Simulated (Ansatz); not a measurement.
Here is an Ansatz input file for C4H8BCl, SMILES ClB1CCCC1. Write the same calculation for the Python package.

```yaml
crystal:
  periodic: [false, false, false]
  atoms:
    - { symbol: Cl, position_ang: [2.6388, 0.8384, 1.3279] }
    - { symbol: B, position_ang: [0.8966, 0.339, 0.9834] }
    - { symbol: C, position_ang: [-0.067, 1.3373, 0.2327] }
    - { symbol: C, position_ang: [-1.0381, 0.4297, -0.5157] }
    - { symbol: C, position_ang: [-0.3509, -0.9254, -0.6973] }
    - { symbol: C, position_ang: [0.5777, -1.1264, 0.4948] }
    - { symbol: H, position_ang: [-0.6035, 1.9871, 0.9559] }
    - { symbol: H, position_ang: [0.5176, 1.9571, -0.4803] }
    - { symbol: H, position_ang: [-1.3198, 0.8685, -1.4974] }
    - { symbol: H, position_ang: [-1.9605, 0.2931, 0.0919] }
    - { symbol: H, position_ang: [0.2486, -0.909, -1.635] }
    - { symbol: H, position_ang: [-1.0975, -1.746, -0.7652] }
    - { symbol: H, position_ang: [0.0568, -1.6762, 1.3072] }
    - { symbol: H, position_ang: [1.5012, -1.6673, 0.1973] }
basis:
  gaussian: { orbitals: "6-31G*" }
hamiltonian:
  xc: { name: PBE-QIDH }
```

Launched from the shell:
```console
$ ansatz run input.yaml --threads 1 --pin off --max-ram 4096MiB --backend cpu --events-out ev --progress --plain --runs-dir out
Engine: ansatz 0.2.0, aarch64-unknown-linux-gnu
Functional definition: PBE-QIDH
  parameter a = 3^(-1/3)
  parameter c = 1/3
  exchange = (1 - a)*pbe_x + a*exact_x
  correlation = (1 - c)*pbe_c + c*(mp2_os + mp2_ss)
1144 factors; integrals over basis functions are off by at most 7.2e-4 eV
mean field evaluation 1: about -17451.8579 eV, gradient 3.5e1 eV
mean field evaluation 2: about -17451.9119 eV, gradient 3.5e1 eV
mean field evaluation 4: about -17454.9800 eV, gradient 3.0e0 eV
mean field evaluation 8: about -17455.0087 eV, gradient 4.2e-2 eV
mean field evaluation 16: about -17455.0087 eV, gradient 2.0e-5 eV
mean field -17455.00874609 eV, -641.4597399890 hartree, gradient 4.0e-6 eV, S^2 0.000000; 0 other end points of the search recorded, 0 dependent functions left out
10 core orbitals not correlated: weight in the atoms' cores, before any rotation towards them, 1.000 or more for the frozen orbitals, at most 0.000 for the correlated occupied ones
reference -17455.00875385 eV, -641.4597402741 hartree; 17, 17 occupied and 83, 83 virtual orbitals, 1144 factors
second order -22.38807346 eV of doubles, -0.00000000 eV of singles
Total energy: -17462.47144500 eV, -641.7339891155 hartree
```

`run_energy.py`
```python
'''Single point of C4H8BCl in a Gaussian basis.'''

import json

import ansatz as az

config = {
    'basis': '6-31G*',
}


def main() -> None:
    geometry_ang = [
        ('Cl', (2.6388, 0.8384, 1.3279)),
        ('B', (0.8966, 0.339, 0.9834)),
        ('C', (-0.067, 1.3373, 0.2327)),
        ('C', (-1.0381, 0.4297, -0.5157)),
        ('C', (-0.3509, -0.9254, -0.6973)),
        ('C', (0.5777, -1.1264, 0.4948)),
        ('H', (-0.6035, 1.9871, 0.9559)),
        ('H', (0.5176, 1.9571, -0.4803)),
        ('H', (-1.3198, 0.8685, -1.4974)),
        ('H', (-1.9605, 0.2931, 0.0919)),
        ('H', (0.2486, -0.909, -1.635)),
        ('H', (-1.0975, -1.746, -0.7652)),
        ('H', (0.0568, -1.6762, 1.3072)),
        ('H', (1.5012, -1.6673, 0.1973)),
    ]
    mol = az.Crystal.molecule()
    for symbol, xyz in geometry_ang:
        mol = mol.atom(symbol, xyz)

    model = (
        mol.calculation()
        .basis(gaussian=config['basis'])
        .functional(az.LibraryFunctional('PBE-QIDH'))  # exchange and correlation
    )
    out = model.run(threads=1)
    report = out.report

    print('reference energy %16.6f eV' % report['reference_energy_ev'])
    print('total energy     %16.6f eV' % report['free_energy_ev'])
    print('occupied (up, down):', report['n_occupied'], ' virtual:', report['n_virtual'], ' frozen:', report['n_frozen'])
    with open('c4h8bcl.json', 'w') as handle:
        json.dump({k: report[k] for k in ('free_energy_ev', 'reference_energy_ev', 'n_occupied', 'n_virtual')}, handle, indent=1)


if __name__ == '__main__':
    main()
```

`python run_energy.py` gives:
```text
reference energy    -17455.008754 eV
total energy        -17462.471445 eV
occupied (up, down): [17, 17]  virtual: [83, 83]  frozen: 10
```

Notes:
- Total energies depend on the basis set; only differences at equal settings carry meaning.
- The geometry is a force-field or estimated start, not a minimum of this method, and the basis set is short of its limit.
- Wall time of the script: 8.4 s on 1 thread of Arm Neoverse V1, on a shared host, peak memory 0.28 GiB.

(Lines on the test bed's own set-up are left out of the output.)
